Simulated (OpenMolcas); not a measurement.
**Os³⁺ among point charges: CASSCF and CASPT2 levels and susceptibility**

How does a field of 6 point charges split the states of Os³⁺, and what χT follows?

The numbers are computed with OpenMolcas 26.06 (state-averaged CASSCF and CASPT2, spin-orbit coupling by RASSI with atomic mean-field integrals), except any that are marked as measured or tabulated.

## (1) The system

```
Species                           : Os³⁺ (osmium, Z = 76, 73 electrons)
Basis                             : ANO-RCC-VDZP [7s6p4d2f1g], 68 functions
Scalar Hamiltonian                : DKH2, point nucleus
Inactive shells                   : 1s 2s 2p 3s 3p 3d 4s 4p 4d 4f 5s 5p
Active space                      : 5 electrons in 5 orbitals (5d)
Some configurations of this space : 5d⁵
Orbitals                          : optimised for each spin and parity, averaged over all roots
```

The outer shells:

5d5
```
5d [↑ ][↑ ][↑ ][↑ ][↑ ]
```

The ion sits among 6 point charges of -1.7 e arranged as a tetragonal octahedron (D4h), 2 Å from the ion, with the axial distance 2.360 Å.

Each step is its own input file, run in one work folder so that later steps find the files of earlier ones. Labels, J, g values, rates, χT and fits are worked out afterwards by a script from the matrices that RASSI stores. The input lists half of the charges; inversion (Group=XYZ) makes the rest.

## (2) One- and two-electron integrals

File a.inp:

```
&GATEWAY
Coord
1

Os 0.0 0.0 0.0
Basis=ANO-RCC-VDZP
Group=XYZ
NoMove
AngMom=0.0 0.0 0.0
AMFI
XField
3 Angstrom 0
2.000000 0.000000 0.000000 -1.700000
0.000000 2.000000 0.000000 -1.700000
0.000000 0.000000 2.360000 -1.700000
&SEWARD
```

Launch:

```bash
OMP_NUM_THREADS=1 MOLCAS_MEM=1689 MOLCAS_PROJECT=a pymolcas a.inp > a.log
```

## (3) CASSCF: sextets of even parity, 1 root

File a.inp:

```
&RASSCF
FileOrb=start.orb
Symmetry=1
Spin=6
nActEl=5 0 0
Inactive=15 19
Ras2=5 0
CIRoot=1 1 1
SDav=1
CIMx=300
Iter=120 100
PrWF=0.3
OrbListing=Nothing
MaxOrb=0
>>> COPY $Project.JobIph JOB001
```

start.orb holds the contracted functions of the basis, ordered by shell, or the orbitals of the step before.

## (4) Reference wave functions, quartets of even parity, 24 roots

File a.inp:

```
&RASSCF
FileOrb=start.orb
Symmetry=1
Spin=4
nActEl=5 0 0
Inactive=15 19
Ras2=5 0
CIRoot=24 24 1
SDav=24
CIMx=300
Iter=120 100
PrWF=0.3
OrbListing=Nothing
MaxOrb=0
>>> COPY $Project.JobIph JOB002
```

## (5) Reference wave functions, doublets of even parity, 75 roots

File a.inp:

```
&RASSCF
FileOrb=start.orb
Symmetry=1
Spin=2
nActEl=5 0 0
Inactive=15 19
Ras2=5 0
CIRoot=75 75 1
SDav=75
CIMx=300
Iter=120 100
PrWF=0.3
OrbListing=Nothing
MaxOrb=0
>>> COPY $Project.JobIph JOB003
```

## (6) State interaction with spin-orbit coupling

File a.inp:

```
&RASSI
NrOfJobIphs=3 1 24 75
1
1 2 3 4 5 6 7 8 9 10 11 12 13 14 15 16 17 18 19 20 21 22 23 24
1 2 3 4 5 6 7 8 9 10 11 12 13 14 15 16 17 18 19 20 21 22 23 24 25 26 27
28 29 30 31 32 33 34 35 36 37 38 39 40 41 42 43 44 45 46 47 48 49 50 51
52 53 54 55 56 57 58 59 60 61 62 63 64 65 66 67 68 69 70 71 72 73 74 75
IphNames
JOB001
JOB002
JOB003
EJob
SpinOrbit
DIPRint=1.0
SOCoupling=1000.0
Subsets=2
Property=9
'ANGMOM' 1 'ANGMOM' 2 'ANGMOM' 3 'MLTPL  1' 1 'MLTPL  1' 2 'MLTPL  1' 3
'AMFI' 1 'AMFI' 2 'AMFI' 3
SOProperty=3
'ANGMOM' 1 'ANGMOM' 2 'ANGMOM' 3
```

## (7) CASPT2: IPEA 0.25, imaginary shift 0.1 (closed shells correlated: 5s 5p)

File a.inp:

```
>>> COPY JOB001 $Project.JobIph
&CASPT2
Multistate=1 1
Frozen=14 16
IPEA=0.25
Imaginary=0.1
MaxIter=60
WThr=0.0 0.3 0.05
PrWF=0.5
NoMix
>>> COPY JOB002 $Project.JobIph
&CASPT2
Multistate=24 1 2 3 4 5 6 7 8 9 10 11 12 13 14 15 16 17 18 19 20 21 22
23 24
NoMult
Frozen=14 16
IPEA=0.25
Imaginary=0.1
MaxIter=60
WThr=0.0 0.3 0.05
PrWF=0.5
NoMix
>>> COPY JOB003 $Project.JobIph
&CASPT2
Multistate=75 1 2 3 4 5 6 7 8 9 10 11 12 13 14 15 16 17 18 19 20 21 22
23 24 25 26 27 28 29 30 31 32 33 34 35 36 37 38 39 40 41 42 43 44 45 46
47 48 49 50 51 52 53 54 55 56 57 58 59 60 61 62 63 64 65 66 67 68 69 70
71 72 73 74 75
NoMult
Frozen=14 16
IPEA=0.25
Imaginary=0.1
MaxIter=60
WThr=0.0 0.3 0.05
PrWF=0.5
NoMix
```

(Steps that only read results are left out.)

What does the calculation give? Wanted: spin-free ground state; lowest level; next level.

The runs gave:

| quantity | value |
| --- | --- |
| method | SS-CASPT2, IPEA 0.25, imaginary shift 0.1 (closed shells correlated: 5s 5p) |
| spin-free ground state | 6A1, 1-fold in its orbital part |
| lowest level | 2-fold E1/2, g = 1.92, 5.70, 5.70 |
| next level | 52.4 cm⁻¹ |
| χT at 300 K | 3.60 cm³ K/mol |
| effective moment at 300 K | 5.37 μB |

Cost by method:

```
                                              method  time of its own steps  time with the reference
                                           A. CASSCF                   26 s                     26 s
B. SS-CASPT2, IPEA 0.25, imaginary shift 0.1, +5s 5p                   10 s                     36 s
```

Times are of one thread on a shared host.

The spin-free ground state (6A1) comes to 100 % from free-ion S terms and keeps the highest spin of the shell. χT at 300 K is 3.60, against 4.39 cm³ K/mol for the spin alone, so spin-orbit coupling lowers it. An active space of the d shell alone favours high spin; real ions in strong fields can be low spin. The field of point charges can differ much from that of real complexes. With metal d orbitals alone active, the gaps between spin states are rough; where two lie within a few thousand cm-1, their order is open. Point charges carry no covalency, so the field is a model and not that of real ligands.
